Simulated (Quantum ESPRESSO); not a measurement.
The system is HPbNO4.

```
H Pb N O
1.0
     4.27531   -0.00040    0.00636
    -2.08399    5.20775   -0.04907
    -2.12377   -1.86574    4.91491
H Pb N O
1 1 1 4
Cartesian
  2.2338 -1.5247 4.4769
  0.1373 4.0030 0.6652
  -2.0197 1.5311 2.4473
  2.2736 4.7756 0.1022
  -1.9905 2.6889 2.9560
  2.2225 1.4102 1.1945
  -2.0163 0.5081 3.1892
```

The cell was built by a generator and needn't be a form met in nature.

Program: Quantum ESPRESSO 7.5. Alike in all runs: task band structure; potentials or basis SG15 PBE 1.2; no spin polarisation; cell as given; k mesh 5 × 4 × 4; cutoff (eV) 1197; smearing fermi-dirac 0.05 eV.

Problem. Order these runs on this cell by their pressure, lowest first.
A. level PBEsol
B. level LDA; form of the LDA correlation PZ81
C. level PBE

Solution. B (-3.3 GPa), A (-1.7 GPa), C (0.2 GPa).

Caveats: the potentials were made for another functional, which shifts forces and pressure (some runs).

Not every run made on this cell is shown here.
